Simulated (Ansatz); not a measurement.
# BrFH4Si: the cost of one run

Program: Ansatz 0.2.0, Gaussian basis. Level of theory: PBE0-D4, def2-SVP first, then def2-TZVP. These are calculated values, not measurements.

152 further runs of the same task are left out: 152 set aside as unsound or not needed. Runs told in other sessions of the task aren't counted.

**1. Where the work starts**

The guess: 7 atoms, charge 0, spin multiplicity 1.

Atoms are counted from 1 here; the program's logs count them from 0.

Bond lengths: Si1–H3 1.447 Å, Si1–H4 1.448 Å, Si1–H5 1.472 Å, Si1–Br7 2.494 Å, H6–Br7 1.572 Å. Angles: H3–Si1–H4 134.3°, H3–Si1–H5 105.9°, H3–Si1–Br7 104.8°, H4–Si1–H5 105.9°, H4–Si1–Br7 104.9°, H5–Si1–Br7 93.7°, Si1–Br7–H6 65.8°.

Coordinates:

```xyz
7

Si   -0.6963   -0.2002    0.0315
F     1.2743   -0.7805    0.5835
H    -0.4896   -1.3297   -0.8497
H    -0.7571   -0.0359    1.4684
H    -1.8589    0.5248   -0.5071
H     1.5896    0.3032    0.0139
Br    0.9381    1.5182   -0.7405
```

Distances that are to change: Si1–Br7 2.49 Å, F2–H6 1.26 Å, Si1–F2 2.13 Å, H6–Br7 1.57 Å.

**2. Constrained relaxation of the guess**

The input, hold/in.yaml:

```yaml
crystal:
  periodic: [false, false, false]
  atoms:
    - {symbol: Si, position_ang: [-0.696300, -0.200200, 0.031500]}
    - {symbol: F, position_ang: [1.274300, -0.780500, 0.583500]}
    - {symbol: H, position_ang: [-0.489600, -1.329700, -0.849700]}
    - {symbol: H, position_ang: [-0.757100, -0.035900, 1.468400]}
    - {symbol: H, position_ang: [-1.858900, 0.524800, -0.507100]}
    - {symbol: H, position_ang: [1.589600, 0.303200, 0.013900]}
    - {symbol: Br, position_ang: [0.938100, 1.518200, -0.740500]}
basis:
  gaussian: {orbitals: def2-SVP}
hamiltonian: {xc: pbe0, dispersion: d4}
relax: {f_tol: 0.04, max_steps: 150, escape_saddle: false, constraints: [{distance: [0, 6]}, {distance: [1, 5]}, {distance: [0, 1]}, {distance: [5, 6]}]}
```

On the command line:

```
> ansatz run in.yaml --threads 4 --pin off --events-out ev --progress --plain --max-ram 9574MiB
```

**Question.** How long does this run take on 4 threads of Intel Xeon at 2.50GHz, shared host?

About 11 s.
